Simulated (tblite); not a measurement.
# B26H18N26 ((8,1) BN nanotube piece): the cost of one run

Computed with tblite 0.8.0 and PySCF 2.14.0 and routines of our own; the level stands in each step. Atoms count from 0.

## Step 1: The starting structure

70 atoms, charge 0, multiplicity 1; geometry from: force field, distance geometry or constructed start.

## Step 2: Relaxing the molecule with GFN2-xTB

What the job is given:

```
{"job": {"kind": "relax", "xc": "GFN2-xTB", "basis": "xTB"}, "charge": 0, "multiplicity": 1}
B      3.397600     0.526700     2.952000
N      2.919800     1.757300     2.353400
B      3.294700     0.954100    -1.368200
N      2.665100     2.116300    -1.968700
B      2.841400     1.876200     0.922700
N      1.900700     2.795300     0.323400
B      2.142300     2.626000     3.204600
N      0.977000     3.225600     2.616100
B      1.782300     2.871600    -1.115300
N      0.540800     3.316100    -1.706700
B      0.829600     3.259200     1.171500
N     -0.482700     3.314900     0.580300
B     -0.191700     3.349100     3.467200
N     -1.455700     3.012500     2.866200
B     -0.627000     3.296900    -0.860400
N     -1.842500     2.796400    -1.447700
B     -1.588100     2.948100     1.428800
N     -2.603500     2.108500     0.833600
B     -1.962100     2.714400    -2.892400
N     -2.856800     1.755600    -3.485500
B     -2.695500     2.000300    -0.604900
N     -3.267500     0.816800    -1.199900
B     -3.176100     1.100200     1.688800
N     -3.380700    -0.206900     1.087400
B     -3.300500     0.675200    -2.639700
N     -3.335300    -0.641100    -3.231500
B     -3.366300    -0.346800    -0.352800
N     -3.005100    -1.610500    -0.944200
B     -3.126400    -1.343900     1.934500
N     -2.405200    -2.441600     1.346500
B     -2.931200    -1.739700    -2.387400
N     -2.080700    -2.734700    -2.979500
B     -2.302400    -2.544500    -0.099700
N     -1.186400    -3.242800    -0.687400
B     -1.456700    -3.123000     2.187500
N     -0.187800    -3.457900     1.594500
B     -1.051100    -3.291000    -2.136200
N      0.252700    -3.457600    -2.728000
B     -0.040600    -3.470300     0.156400
N      1.247200    -3.238100    -0.435600
B      0.973500    -3.336900     2.448800
N      2.148100    -2.741600     1.855400
B      1.392800    -3.185100    -1.881400
N      2.472300    -2.442500    -2.472900
B      2.251900    -2.641000     0.413200
N      3.066000    -1.609500    -0.186000
B      2.925400    -1.866300     2.698700
N      3.392400    -0.637600     2.108300
B      3.133600    -1.478600    -1.623300
N      3.441800    -0.201900    -2.214800
B      3.413800    -0.502300     0.668200
N      3.336600     0.816600     0.071400
H      3.755000     0.482000     4.065100
H      2.841500     2.381500    -2.953500
H      2.443700     2.831400     4.320800
H      0.495200     3.641300    -2.695600
H     -0.096900     3.698400     4.571700
H     -2.277600     2.826800     3.474500
H     -1.330000     3.422500    -3.573000
H     -3.174500     1.840500    -4.477200
H     -3.475900     1.315700     2.795100
H     -3.615000    -0.787900    -4.223800
H     -3.489400    -1.376000     3.048700
H     -2.196000    -3.035700    -3.966500
H     -1.701500    -3.388900     3.304200
H      0.362400    -3.762100    -3.712000
H      0.969000    -3.697100     3.555300
H      2.761100    -2.592600    -3.453100
H      3.158000    -2.148300     3.805700
H      3.751700    -0.123800    -3.198800
```

The run is started by

```sh
$ OMP_NUM_THREADS=8 python large_run.py task.json out
```

The driver reads the jobs from task.json and runs them one after another.

Q: Estimate the wall time and peak memory of this first job on 8 threads of Arm Neoverse N1, shared host.

About 6.9 s, with a peak of 0.14 GiB.
